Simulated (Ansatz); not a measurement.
# TeAu: the cost of one run

Method: DFT PBE, scalar-relativistic, plane waves, PAW, in Ansatz 0.2.0.

1 further run of the same task is left out (it didn't finish).

## (1) Starting point

Symmetry: F-43m, No. 216, cubic system. The conventional cell has a = 6.273 Å, b = 6.273 Å, c = 6.273 Å, α = 90.00°, β = 90.00°, γ = 90.00°. Te (site symmetry -43m) is surrounded by 4 Au at 2.72 Å. Au (site symmetry -43m) has 4 Te at 2.72 Å as nearest neighbours.

As a file:

```xyz
2
Lattice="0.0000 3.1364 3.1364 3.1364 0.0000 3.1364 3.1364 3.1364 0.0000" Properties=species:S:1:pos:R:3 pbc="T T T"
Te    0.0000    0.0000    0.0000
Au    4.7046    4.7046    4.7046
```

It is the end of an earlier relaxation with the same method, from a database cell with other species swapped in; it needn't be the stable form of this composition. At a tolerance of 0.05 Å it has space group F-43m (No. 216); it has 30.85 Å³/atom, an uncorrected energy of -0.01 eV/atom over the elements.

## (2) Static run: bands, density of states and charges

The input, input.yaml:

```yaml
crystal:
  lattice:
    - [0.0, 3.1363719541, 3.1363719541]
    - [3.1363719541, 0.0, 3.1363719541]
    - [3.1363719541, 3.1363719541, 0.0]
  atoms:
    - { symbol: Te, position: [0.0, 0.0, 0.0] }
    - { symbol: Au, position: [0.75, 0.75, 0.75] }
basis:
  ecutwfc: 420
kpoints:
  mp_grid: { grid: [16, 16, 16] }
  band_path:
    path:
      - [[0.0, 0.0, 0.0], [-0.5, -0.5, 0.0], [-0.375, -0.375, 0.25]]
      - [[-0.375, 0.0, 0.375], [0.0, 0.0, 0.0], [0.0, 0.0, 0.5], [-0.5, -0.25, 0.25], [-0.5, -0.5, 0.0]]
    npoints: 14
hamiltonian:
  xc: pbe
scf:
  occupations: { method: gaussian, width: 0.1 }
  n_extra_bands: 6
output:
  forces: true
  stress: true
  eigenvalues: true
  populations: true
  dos: { projected: true, de: 0.02, nscf_kmesh: { grid: [20, 20, 20] } }
  bader: true
  write_density: true
  write_potential: true
  elf: true
  volumetric_format: npy
```

On the command line:

```
$ ansatz run input.yaml --threads 1 --pin off --max-ram 2048MiB --backend cpu --events-out ev --progress --plain --runs-dir out
```

**Question.** How long does this run take on 1 thread of Intel Xeon Platinum 8488C (Sapphire Rapids), shared host, and how much memory does it need?

About 46 s, with a peak of 0.58 GiB.
